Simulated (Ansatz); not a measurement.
# Cl2GeHO: the cost of one run

Computed with Ansatz 0.2.0 through its Python package. Level of theory: CAM-B3LYP/def2-SVP.

**1. The system**

Bond lengths: O1–Ge2 1.760 Å, Ge2–Cl3 2.137 Å, Ge2–Cl4 2.114 Å, O1–H5 0.962 Å. Angles: O1–Ge2–Cl3 107.7°, O1–Ge2–Cl4 110.0°, Cl3–Ge2–Cl4 107.9°, Ge2–O1–H5 107.9°.

The script holds or builds the structure itself.

**2. The script**

The input, run_scan.py:

```python
'''Potential curve of Cl2GeHO along one bond.'''

import ansatz
import matplotlib.pyplot as plt
import numpy as np

system = (
    ansatz.Crystal.molecule()
    .atom('O', [0.0871, 1.2621, -0.3277])
    .atom('Ge', [-0.389, -0.2934, 0.3435])
    .atom('Cl', [1.3856, -1.4501, 0.6266])
    .atom('Cl', [-1.6248, -1.324, -1.0276])
    .atom('H', [0.5909, 1.7317, 0.3438])
)

symbols = [site.symbol for site in system.cartesian_sites]
start = np.array([site.position_ang for site in system.cartesian_sites])
axis = (start[2] - start[1]) / np.linalg.norm(start[2] - start[1])
moving = [2]
lengths, energies = [1.881, 1.966, 2.052, 2.137, 2.223, 2.308, 2.394, 2.522], []
for length in lengths:
    xyz = start.copy()
    xyz[moving] += (length - np.linalg.norm(start[2] - start[1])) * axis
    point = ansatz.Crystal.molecule()
    for symbol, place in zip(symbols, xyz):
        point = point.atom(symbol, place.tolist())
    model = point.calculation().basis(gaussian='def2-SVP').functional('cam_b3lyp').spin('collinear', total=1)
    r = model.run(threads=1, pin='off').report
    energies.append(r['free_energy_ev'])
    print(f'r = {length:6.3f} A  E = {energies[-1]:.5f} eV  <S^2> = {abs(r["mean_field"]["state"]["spin_squared"]):.3f}')

# quartic fit about the minimum
fit = np.polynomial.Polynomial.fit(lengths, np.array(energies) - min(energies), 4).convert()
roots = [r.real for r in fit.deriv().roots() if abs(r.imag) < 1e-9 and fit.deriv(2)(r.real) > 0]
r_e = min(roots, key=lambda r: abs(r - lengths[int(np.argmin(energies))]))
print(f'minimum of the fit at {r_e:.4f} A, force constant {fit.deriv(2)(r_e):.2f} eV/A^2')
plt.figure(figsize=(4.5, 3))
plt.plot(lengths, np.array(energies) - min(energies), 'o-')
plt.xlabel('bond length (A)')
plt.ylabel('E - E(min) (eV)')
plt.tight_layout()
plt.savefig('scan.png', dpi=100)
```

**3. What the engine is handed**

The package turns the script's settings into the engine's input (first run):

```yaml
crystal:
  periodic: [false, false, false]
  atoms:
    - { symbol: O, position_ang: [0.0871, 1.2621, -0.3277] }
    - { symbol: Ge, position_ang: [-0.389, -0.2934, 0.3435] }
    - { symbol: Cl, position_ang: [1.1729216119943842, -1.3114743427216862, 0.5926716490226588] }
    - { symbol: Cl, position_ang: [-1.6248, -1.324, -1.0276] }
    - { symbol: H, position_ang: [0.5909, 1.7317, 0.3438] }
basis:
  gaussian:
    orbitals: def2-SVP
hamiltonian:
  xc: cam_b3lyp
magnetization:
  spin_polarized: true
  initial_magnetization: 1.0
```

**4. Running it**

The run is started by

```
$ python run_scan.py
```

What time and memory should one allow on 1 thread of Arm Neoverse V1, shared host?

About 49 s, with a peak of 0.41 GiB.
